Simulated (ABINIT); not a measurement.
Runs of ABINIT 10.8.3 (patched build) on Ti3S2. It takes space group R32 (No. 155, trigonal). The conventional cell has a = 5.426 Å, b = 5.426 Å, c = 9.713 Å, α = 90.00°, β = 90.00°, γ = 120.00°. Ti (site symmetry 2) is surrounded by 4 S at 2.42 to 2.44 Å. S (site symmetry 3) is surrounded by 6 Ti at 2.42 to 2.44 Å. The cell comes from a database or a generator and needn't be the stable form of this composition.

```tsv
task	level	potentials or basis	cell	k mesh	cutoff (eV)	cell freedom (optcell)	cutoff smearing ecutsm (Ha)	optimiser (ionmov)	force stop (Ha/bohr)	fine-grid cutoff	mesh quality	gap on the mesh (eV)	pressure (GPa)	relaxed volume (Å³/atom)	largest force (eV/Å)
relaxation of cell and atoms	LDA	JTH PAW LDA v2.0	relaxed	6 × 6 × 6	544	2	0.5	2	0.0005	1088.46 eV	not flagged	none	0.1	(a)	0.02
band structure	TB-mBJ	JTH PAW LDA v2.0	as given	5 × 5 × 5	653	-	-	-	-	1251.72 eV	not flagged	none	-	-	-
band structure	r2SCAN	JTH PAW PBE v2.0	as given	6 × 6 × 6	653	-	-	-	-	1251.72 eV	not flagged	none	2.5	-	0.04
relaxation of cell and atoms	PBEsol	PseudoDojo NC SR PBEsol v0.4.1 standard	relaxed	4 × 4 × 4	1143	2	0.5	2	0.0005	-	coarse	none	0.0	15.96	0.02
```

Alike in all rows: no spin polarisation; smearing fermi-dirac 0.05 eV.

Task: Estimate the missing entries.

Result: (a) 15.58.

Caveats: some runs use coarse meshes; the PAW data sets were made with another functional, which shifts forces and pressure a little (some runs); the constant c of TB-mBJ comes from the pseudo density here, which moves gaps by up to 0.3 eV between sets of potentials (some runs).

A gap of «none» marks a metal or a gap under the smearing width.

Runs at the PBE level aren't shown here.
